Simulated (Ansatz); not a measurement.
# BClH4N2 (built from SMILES NB(N)Cl): a short trajectory

Aim: follow the atoms for 60 steps of 1.0 fs with a Langevin thermostat, with velocities drawn for 300 K, and see to which side of the barrier the system falls.

The runs use Ansatz 0.2.0, Gaussian basis; PBE0-D4/def2-SVP.

1 further run of the same task is left out (it didn't finish).

## 1. The starting structure

The start, a first-order saddle point found at PBE0-D4 in triple zeta: 8 atoms, charge 0, spin multiplicity 1.

Atoms are counted from 1 here; the program's logs count them from 0.

Bond lengths: B1–N2 1.559 Å, B1–N3 1.351 Å, B1–Cl5 1.765 Å, N2–H4 1.245 Å, N2–H6 1.013 Å, N2–H7 1.013 Å, N3–H8 1.006 Å. Angles: N2–B1–N3 99.6°, N2–B1–Cl5 122.6°, N3–B1–Cl5 137.8°, B1–N2–H4 71.2°, B1–N2–H6 117.2°, B1–N2–H7 117.2°, H4–N2–H6 118.7°, H4–N2–H7 118.7°, H6–N2–H7 109.5°, B1–N3–H8 129.4°.

As a file:

```csv
atom,x (Å),y (Å),z (Å)
B1,-0.51146,0.18372,0.30106
N2,0.81257,0.40933,-0.48960
N3,-0.52707,-1.16674,0.33265
H4,0.62759,-0.81448,-0.35974
Cl5,-1.51569,1.51707,0.87561
H6,0.73588,0.81780,-1.41345
H7,1.58160,0.84115,0.00868
H8,-1.20341,-1.78785,0.74469
```

## 2. Dynamics

md/in.yaml reads:

```yaml
crystal:
  periodic: [false, false, false]
  atoms:
    - {symbol: B, position_ang: [-0.511459, 0.183716, 0.301059]}
    - {symbol: N, position_ang: [0.812567, 0.409331, -0.489599]}
    - {symbol: N, position_ang: [-0.527075, -1.166738, 0.332646]}
    - {symbol: H, position_ang: [0.627586, -0.814484, -0.359743]}
    - {symbol: Cl, position_ang: [-1.515692, 1.517075, 0.875610]}
    - {symbol: H, position_ang: [0.735877, 0.817797, -1.413449]}
    - {symbol: H, position_ang: [1.581602, 0.841152, 0.008681]}
    - {symbol: H, position_ang: [-1.203407, -1.787849, 0.744695]}
basis:
  gaussian: {orbitals: def2-SVP}
hamiltonian: {xc: pbe0, dispersion: d4}
md: {n_steps: 60, timestep: 1.0, temperature: 300, ensemble: nvt_langevin, seed: 710, friction: 0.01, initial_velocities: maxwell_boltzmann}
```

Launch:

```sh
> ansatz run in.yaml --threads 2 --pin off --events-out ev --progress --plain --max-ram 4352MiB
```

**Question.** What will these runs give? Wanted: temperature at the start; mean temperature, second half; lowest and highest potential energy, from the first frame; largest change of potential + kinetic.

The runs gave:

```
                                                 quantity              value
                                                   length  60 steps, 60.0 fs
                                 temperature at the start              262 K
                            mean temperature, second half              444 K
lowest and highest potential energy, from the first frame    -221 and 65 meV
                    largest change of potential + kinetic          139.8 meV
```

What this shows: By the last frame it has moved towards the side where N2–H4 form. The thermostat trades energy with the molecule, so the sum of potential and kinetic energy isn't conserved: it changes by +36 meV over the run. The mean temperature of the second half is still well above the 300 K set. With 8 atoms the instant temperature spans 191 to 552 K. Under Langevin the temperature counts 3N degrees of freedom, more than the drawn velocities fill, so it starts at 262 K, not 300 K.
